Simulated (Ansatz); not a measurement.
# As2H2 (quintet): the correlation ladder, cc-pVDZ

The task here is to estimate one member of a computed series from the others.

Computed with Ansatz 0.2.0, Gaussian basis. Level: cc-pVDZ, core rule «outside noble gas», up to 28 orbitals frozen.

To be run: UHF; CCSD(T) on ROHF; CCSD(T) on UHF; BCCD(T) on ROHF; CISD; CCSDT(Q) on ROHF; CCSDT(Q) on UHF; CASSCF and MRCISD+Q, 12 electrons in 10 orbitals; CASSCF and NEVPT2, 12 electrons in 10 orbitals.

31 further runs of the same task are left out: 13 that didn't finish, 18 set aside as unsound or not needed.

**The geometry**

The geometry is a PBE0/def2-TZVP stationary point (not a proven minimum) of the parent state, kept for this charge and spin. No spin-orbit coupling is included. The filled d shell of As may be among the frozen orbitals whatever the setting's name suggests; the logs give the count.

4 atoms, charge 0, spin multiplicity 5.

Atoms are counted from 1 here; the program's logs count them from 0.

Bond lengths: As1–As2 2.420 Å, As1–H3 1.525 Å, As1–H4 1.525 Å. Angles: As2–As1–H3 94.1°, As2–As1–H4 94.1°, H3–As1–H4 92.3°.

Coordinates:

```xyz
4
charge 0, multiplicity 5
As   -0.0467    0.0000    1.1915
As    0.0198    0.0000   -1.2272
H     1.0011   -1.0996    1.3286
H     1.0011    1.0996    1.3286
```

Set-up of the first run:

Input file in.yaml:

```yaml
crystal:
  periodic: [false, false, false]
  atoms:
    - {symbol: As, position_ang: [-0.046691, 0.000000, 1.191492]}
    - {symbol: As, position_ang: [0.019756, 0.000000, -1.227241]}
    - {symbol: H, position_ang: [1.001081, -1.099608, 1.328645]}
    - {symbol: H, position_ang: [1.001079, 1.099610, 1.328645]}
basis:
  gaussian: {orbitals: cc-pVDZ}
magnetization: {spin_polarized: true, initial_magnetization: 4}
hamiltonian: {xc: hf}
output: {orbitals: {seedname: orbitals}}
```

Started as:

```console
ansatz run in.yaml --threads 1 --pin off --events-out ev --progress --plain --max-ram 2393MiB
```

Steps of the session up to this table: UHF; CCSD(T) on ROHF; CCSD(T) on UHF; BCCD(T) on ROHF; CISD; CCSDT(Q) on ROHF; CCSDT(Q) on UHF; CASSCF and MRCISD+Q, 12 electrons in 10 orbitals; CASSCF and NEVPT2, 12 electrons in 10 orbitals.

One of the session's tables, all rows but one given; the rest of the session is left out.

| method | from UCCSDT(Q) (meV) |
| --- | --- |
| ROHF | +5818.0 |
| UHF | +5725.8 |
| RMP2 | +1145.0 |
| UMP2 | +1127.6 |
| CISD | +594.5 |
| RCCSD | +187.9 |
| UCCSD | +167.3 |
| RCCSD(T) | +52.0 |
| UCCSD(T) | +32.7 |
| BCCD(T) | +51.5 |
| RCCSDT | +27.7 |
| UCCSDT | +8.4 |
| RCCSDT(Q) | ? |
| UCCSDT(Q) | 0 |
| CASSCF valence | +4744.5 |
| NEVPT2 valence | +1101.2 |
| MRCISD valence | +418.5 |
| MRCISD+Q valence | +24.0 |

**Question.** Estimate the row for RCCSDT(Q).

The run gave: from UCCSDT(Q) (meV): +19.4. In the column «from UCCSDT(Q) (meV)» it lies between UCCSDT (+8.4) and MRCISD+Q valence (+24.0).

Limits of these values: Restricted and unrestricted rows rest on different reference determinants; where their highest levels disagree by more than a few hundredths of an eV, they describe different states and don't form one ladder.
